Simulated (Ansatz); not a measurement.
**AlFGeH4: relaxed scan of one distance**

Wanted for AlFGeH4: a relaxed scan of one distance.

Program: Ansatz 0.2.0 through its Python package. Level of theory: B3LYP/def2-SVP. These are calculated values, not measurements.

**1. The structure**

Bond lengths: F1–Al2 1.757 Å, Al2–Ge3 2.436 Å, Al2–H4 1.624 Å, Ge3–H5 1.541 Å, Ge3–H6 1.557 Å, Ge3–H7 1.610 Å. Angles: F1–Al2–Ge3 119.4°, F1–Al2–H4 118.1°, Ge3–Al2–H4 114.8°, Al2–Ge3–H5 110.3°, Al2–Ge3–H6 110.4°, Al2–Ge3–H7 108.7°, H5–Ge3–H6 110.9°, H5–Ge3–H7 108.7°, H6–Ge3–H7 107.7°.

No structure file is read: the coordinates are typed or built in the script.

**2. Script**

run_relaxed_scan.py reads:

```python
# -*- coding: utf-8 -*-
import ansatz as az
import numpy as np


def main():
    system = (
        az.Crystal.molecule()
        .atom('F', (-2.1688, -1.5141, 0.6273))
        .atom('Al', (-0.4579, -1.2988, 0.291))
        .atom('Ge', (0.4185, 0.9466, -0.0612))
        .atom('H', (0.3136, -2.4684, -0.53))
        .atom('H', (0.0242, 1.4615, -1.4594))
        .atom('H', (-0.0935, 1.9089, 1.0501))
        .atom('H', (2.0252, 0.8962, 0.0366))
    )

    base = system.calculation()
    base = base.basis(gaussian='def2-SVP').functional('b3lyp')
    symbols = [site.symbol for site in system.cartesian_sites]
    pairs = [(0, 1), (1, 2), (1, 3), (2, 4), (2, 5), (2, 6)]
    print('held (A)   E (eV)        ', '  '.join(f'{symbols[i]}{i}-{symbols[j]}{j}' for i, j in pairs))
    for length in [2.24, 2.44, 2.63, 2.92, 3.29]:
        r = base.relax(constraints=[az.DistanceConstraint((1, 2), at=length)], force_tolerance=0.02, max_steps=60).run(threads=1, pin='off').report
        xyz = np.array(r['positions_ang'])
        print(f'{length:6.2f} {r["free_energy_ev"]:14.5f}  ', '  '.join(f'{np.linalg.norm(xyz[i] - xyz[j]):.3f}' for i, j in pairs))


if __name__ == '__main__':
    main()
```

**3. The calls as engine input**

The package turns the script's settings into the engine's input (first run):

```yaml
crystal:
  periodic: [false, false, false]
  atoms:
    - { symbol: F, position_ang: [-2.1688, -1.5141, 0.6273] }
    - { symbol: Al, position_ang: [-0.4579, -1.2988, 0.291] }
    - { symbol: Ge, position_ang: [0.4185, 0.9466, -0.0612] }
    - { symbol: H, position_ang: [0.3136, -2.4684, -0.53] }
    - { symbol: H, position_ang: [0.0242, 1.4615, -1.4594] }
    - { symbol: H, position_ang: [-0.0935, 1.9089, 1.0501] }
    - { symbol: H, position_ang: [2.0252, 0.8962, 0.0366] }
basis:
  gaussian:
    orbitals: def2-SVP
hamiltonian:
  xc: b3lyp
relax:
  f_tol: 0.02
  max_steps: 60
  constraints:
    - { distance: [1, 2], at: 2.24 }
```

**4. Launch**

Command:

```sh
python run_relaxed_scan.py
```

Output:

```text
held (A)   E (eV)         F0-Al1  Al1-Ge2  Al1-H3  Ge2-H4  Ge2-H5  Ge2-H6
DeckWarning: relax.constraints: the input's atoms, or those drawn, lie off the distances that are held; a relaxation that starts there is brought onto them ahead of its first SCF, by positions alone, an atom by 9.80e-2 Å at the most. With the symmetry [...]
  2.24   -65889.17254   1.674  2.240  1.582  1.551  1.544  1.548
  2.44   -65889.46329   1.673  2.440  1.581  1.549  1.544  1.547
  2.63   -65889.38786   1.671  2.630  1.580  1.547  1.544  1.546
  2.92   -65888.96559   1.670  2.920  1.581  1.546  1.544  1.546
  3.29   -65888.26243   1.669  3.290  1.583  1.544  1.543  1.545
```

(Warnings from the package without file and line, shortened, repeats left out.)

It took 2 min on 1 thread of Arm Neoverse V1, shared host; peak memory 0.24 GiB.

Lines on the test bed's own set-up are left out of the output.

A comment line of the script is reworded here; the code is as run.

**5. Run by run**

One row for each of the 5 runs:

```tsv
run	distance (Å)	energy from run 2 (eV)	SCF cycles in all	CPU time (s)
1	2.24	0.2907	68	25
2	2.44	0.0000	65	25
3	2.63	0.0754	71	25
4	2.92	0.4977	65	22
5	3.29	1.2009	63	21
```

**6. The relaxation of run 1, step by step**

The steps of the relaxation:

```csv
step,E - E(step 1) (eV),largest force component (eV/Å)
1,0.0000,2.7928
2,-0.3866,2.0228
3,-0.4115,1.8164
4,-0.4414,1.4951
5,-0.4832,0.9062
6,-0.5090,0.1139
7,-0.5119,0.0138
```

Step 1 is the start.

Before: Bond lengths: F1–Al2 1.757 Å, Al2–Ge3 2.436 Å, Al2–H4 1.624 Å, Ge3–H5 1.541 Å, Ge3–H6 1.557 Å, Ge3–H7 1.610 Å. Angles: F1–Al2–Ge3 119.4°, F1–Al2–H4 118.1°, Ge3–Al2–H4 114.8°, Al2–Ge3–H5 110.3°, Al2–Ge3–H6 110.4°, Al2–Ge3–H7 108.7°, H5–Ge3–H6 110.9°, H5–Ge3–H7 108.7°, H6–Ge3–H7 107.7°.

After: Bond lengths: F1–Al2 1.674 Å, Al2–Ge3 2.240 Å, Al2–H4 1.582 Å, Ge3–H5 1.551 Å, Ge3–H6 1.544 Å, Ge3–H7 1.548 Å. Angles: F1–Al2–Ge3 119.1°, F1–Al2–H4 114.6°, Ge3–Al2–H4 126.2°, Al2–Ge3–H5 111.0°, Al2–Ge3–H6 116.0°, Al2–Ge3–H7 111.3°, H5–Ge3–H6 105.9°, H5–Ge3–H7 105.1°, H6–Ge3–H7 106.8°.

**7. The relaxation of run 5, step by step**

Step by step:

```
step  energy from step 1 (eV)  largest force component (eV/Å)
   1                   0.0000                          2.8307
   2                  -0.7002                          0.7982
   3                  -1.0570                          0.3375
   4                  -1.1987                          0.4037
   5                  -1.2219                          0.1850
   6                  -1.2251                          0.0133
```

Step 1 is the start.

Before: Bond lengths: F1–Al2 1.757 Å, Al2–Ge3 2.436 Å, Al2–H4 1.624 Å, Ge3–H5 1.541 Å, Ge3–H6 1.557 Å, Ge3–H7 1.610 Å. Angles: F1–Al2–Ge3 119.4°, F1–Al2–H4 118.1°, Ge3–Al2–H4 114.8°, Al2–Ge3–H5 110.3°, Al2–Ge3–H6 110.4°, Al2–Ge3–H7 108.7°, H5–Ge3–H6 110.9°, H5–Ge3–H7 108.7°, H6–Ge3–H7 107.7°.

After: Bond lengths: F1–Al2 1.669 Å, Al2–H4 1.583 Å, Ge3–H5 1.544 Å, Ge3–H6 1.543 Å, Ge3–H7 1.545 Å. Angles: F1–Al2–H4 117.1°, H5–Ge3–H6 109.9°, H5–Ge3–H7 109.9°, H6–Ge3–H7 110.1°.

**8. Outcome**

| quantity | value |
| --- | --- |
| runs compared | 5 |
| range of energy | 1.201 eV |
| lowest point, distance (Å) | 2.44 |

**Reading.** The curve has its lowest point inside the range, at 2.44. The ends stand 0.291 and 1.2 eV above it. The distance scanned is the script's pair 1, 2. Run 1: The relaxation took 6 moves; the largest shift is 0.246 Å, of atom 2 (Al). Run 5: After 5 moves the largest shift is 0.668 Å, of atom 4 (H). Notes:
- The energies are electronic: no zero-point or thermal terms, and the basis set is short of its limit.
- b3lyp holds the VWN-RPA fit, as in Gaussian; the form of ORCA and Turbomole is b3lyp5.
